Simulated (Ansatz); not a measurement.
# One shape, several levels: CH4OZn (SMILES [CH3][Zn][OH])

Wanted: a comparison of 3 runs (B3LYP/cc-pVDZ, revPBE/cc-pVDZ, CCSD(T)/cc-pVDZ) of CH4OZn. 

Program for the calculation: Ansatz 0.2.0.

41 further runs of the same task are left out: 41 set aside as unsound or not needed. Runs told in other sessions of the task aren't counted.

### Step 1. The structure to begin with

CH4OZn has 7 atoms, charge 0, and is taken as a singlet. As SMILES, `[CH3][Zn][OH]`. The Zn2–O3 distance was set to 2.670 Å, away from the relaxed value. At this shape a bond of the SMILES string is far longer than usual.

Bond lengths: C1–Zn2 1.920 Å, C1–H4 1.092 Å, C1–H5 1.092 Å, C1–H6 1.092 Å, O3–H7 0.958 Å. Angles: Zn2–C1–H4 110.6°, Zn2–C1–H5 110.6°, Zn2–C1–H6 110.6°, H4–C1–H5 108.4°, H4–C1–H6 108.3°, H5–C1–H6 108.3°.

### Step 2. A single-point energy at B3LYP/cc-pVDZ (run 1)

Input file molecule.yaml:

```yaml
crystal:
  periodic: [false, false, false]
  atoms:
    - {symbol: C, position_ang: [-1.711623, 1.155816, -0.444654]}
    - {symbol: Zn, position_ang: [-0.154123, 0.098716, -0.067254]}
    - {symbol: O, position_ang: [2.028700, -1.399800, 0.276400]}
    - {symbol: H, position_ang: [-2.483423, 0.547216, -0.920254]}
    - {symbol: H, position_ang: [-1.462423, 1.981416, -1.114454]}
    - {symbol: H, position_ang: [-2.124623, 1.574516, 0.475446]}
    - {symbol: H, position_ang: [2.330400, -1.528500, 1.176300]}
basis:
  gaussian: {orbitals: cc-pVDZ}
accuracy: high
hamiltonian: {xc: {name: B3LYP}}
output: {orbitals: {seedname: orbitals}}
```

Launch:

```bash
$ ansatz run molecule.yaml --threads 1 --pin off --max-ram 3480MiB --events-out events.jsonl --progress --plain --runs-dir runs
```

The log of the run:

```text
Warning: RAYON_NUM_THREADS=1 ignored (pool sized by the plan → 1); use --threads N
Functional definition: B3LYP
  name "B3LYP"
  parameter a0 = 0.2
  parameter ax = 0.72
  parameter ac = 0.81
  exchange = (1 - a0 - ax)*slater_x + ax*b88_x + a0*exact_x
  correlation = (1 - ac)*vwn_rpa_c + ac*lyp_c
2023 factors; integrals over basis functions are off by at most 4.7e-9 eV
mean field evaluation 1: about -51554.3653 eV, gradient 8.5e1 eV
mean field evaluation 2: about -51349.7063 eV, gradient 2.1e2 eV
mean field evaluation 4: about -51568.4984 eV, gradient 1.5e1 eV
mean field evaluation 8: about -51569.3847 eV, gradient 5.4e-1 eV
mean field evaluation 16: about -51569.5165 eV, gradient 5.1e-4 eV
mean field -51569.51648506 eV, -1895.1447757521 hartree, gradient 3.4e-8 eV, S^2 0.000000; 0 other end points of the search recorded, 0 dependent functions left out
reference -51569.51652560 eV, -1895.1447772421 hartree; 24, 24 occupied and 67, 67 virtual orbitals, 2023 factors
Total energy: -51569.51652560 eV, -1895.1447772421 hartree
```

Wall time 12 s (1 thread of Arm Neoverse V2, shared host); peak memory 0.31 GiB.

### Step 3. A single-point energy at revPBE/cc-pVDZ (run 2)

Input file job.yaml:

```yaml
crystal:
  periodic: [false, false, false]
  atoms:
    - symbol: C
      position_ang: [-1.711623, 1.155816, -0.444654]
    - symbol: Zn
      position_ang: [-0.154123, 0.098716, -0.067254]
    - symbol: O
      position_ang: [2.028700, -1.399800, 0.276400]
    - symbol: H
      position_ang: [-2.483423, 0.547216, -0.920254]
    - symbol: H
      position_ang: [-1.462423, 1.981416, -1.114454]
    - symbol: H
      position_ang: [-2.124623, 1.574516, 0.475446]
    - symbol: H
      position_ang: [2.330400, -1.528500, 1.176300]
basis:
  gaussian:
    orbitals: cc-pVDZ
hamiltonian:
  xc: {name: revPBE}
accuracy: high
output: {orbitals: {seedname: orbitals}}
```

Launch:

```bash
$ ansatz run job.yaml --threads 1 --pin off --max-ram 3480MiB --events-out events.jsonl --progress --plain --runs-dir runs
```

The log of the run:

```text
Warning: RAYON_NUM_THREADS=1 ignored (pool sized by the plan → 1); use --threads N
Functional definition: revPBE
  name "revPBE"
  parameter kappa = 1.245
  parameter beta = 0.06672455060314922
  exchange = pbe_x(kappa = kappa, mu = beta*pi^2/3)
  correlation = pbe_c(beta = beta)
2023 factors; integrals over basis functions are off by at most 4.7e-9 eV
mean field evaluation 1: about -51544.3196 eV, gradient 9.9e1 eV
mean field evaluation 2: about -51292.7819 eV, gradient 2.4e2 eV
mean field evaluation 4: about -51561.5842 eV, gradient 2.5e1 eV
mean field evaluation 8: about -51561.5844 eV, gradient 2.5e1 eV
mean field evaluation 16: about -51564.1005 eV, gradient 5.9e-7 eV
mean field -51564.10045829 eV, -1894.9457404395 hartree, gradient 1.4e-8 eV, S^2 0.000000; 1 other end points of the search recorded, 0 dependent functions left out
reference -51564.10046386 eV, -1894.9457406443 hartree; 24, 24 occupied and 67, 67 virtual orbitals, 2023 factors
Total energy: -51564.10046386 eV, -1894.9457406443 hartree
```

Run time: 11 s. Hardware: 1 thread of Arm Neoverse V2, shared host; peak memory 0.24 GiB.

### Step 4. A single-point energy at CCSD(T)/cc-pVDZ (run 3)

Input file input.yaml:

```yaml
crystal:
  periodic: [false, false, false]
  atoms:
    - {symbol: C, position_ang: [-1.711623, 1.155816, -0.444654]}
    - {symbol: Zn, position_ang: [-0.154123, 0.098716, -0.067254]}
    - {symbol: O, position_ang: [2.028700, -1.399800, 0.276400]}
    - {symbol: H, position_ang: [-2.483423, 0.547216, -0.920254]}
    - {symbol: H, position_ang: [-1.462423, 1.981416, -1.114454]}
    - {symbol: H, position_ang: [-2.124623, 1.574516, 0.475446]}
    - {symbol: H, position_ang: [2.330400, -1.528500, 1.176300]}
basis:
  gaussian:
    orbitals: cc-pVDZ
correlation:
  method: ccsd_t
  frozen_orbitals: {C: 1, H: 0, O: 1, Zn: 5}
accuracy: high
scf:
  omitted_lower_state_checks: [cluster_reference, increment]
```

Launch:

```bash
$ ansatz run input.yaml --threads 1 --pin off --max-ram 3480MiB --events-out events.jsonl --progress --plain --runs-dir runs
```

The log of the run:

```text
Warning: RAYON_NUM_THREADS=1 ignored (pool sized by the plan → 1); use --threads N
[... 12 lines left out ...]
7 core orbitals not correlated: weight in the atoms' cores, before any rotation towards them, 1.000 or more for the frozen orbitals, at most 0.000 for the correlated occupied ones
[... 29 lines left out ...]
Total energy: -51532.09631989 eV, -1893.7696100466 hartree
Checks for a lower state left out: cluster_reference, increment
```

It took 52 s on 1 thread of Arm Neoverse V2, shared host; peak memory 0.61 GiB.

### Step 5. Overview of the runs

| run | level | frozen core orbitals | energy (Eh) | HOMO energy (eV) | LUMO energy (eV) | HOMO–LUMO gap (eV) | wall time |
| --- | --- | --- | --- | --- | --- | --- | --- |
| 1 | B3LYP/cc-pVDZ | – | -1895.144777 | -5.61 | -2.30 | 3.30 | 12 s |
| 2 | revPBE/cc-pVDZ | – | -1894.945741 | -4.23 | -2.75 | 1.49 | 11 s |
| 3 | CCSD(T)/cc-pVDZ | 7 | -1893.769610 | – | – | – | 52 s |

### Step 6. Outcome

| quantity | value |
| --- | --- |
| run 3: total energy | -1893.76961 Eh |
| run 3: correlation energy (7 core orbitals frozen) | -962.1 mEh |
| run 3: (T) correction | -25.01 mEh |
| run 3: T1 diagnostic | 0.027 |

What this shows: Totals of different functionals can't be ranked against each other. In run 3 the log says that unrestricted orbitals would lower the reference, so the values rest on an unstable closed-shell determinant (other closed-shell runs at this shape may share the fault). In all runs a closed-shell determinant meets a far-stretched bond; if it breaks into open shells, such a determinant describes it badly, and no broken-symmetry solution was shown. All runs together took 75 s, the longest 52 s.
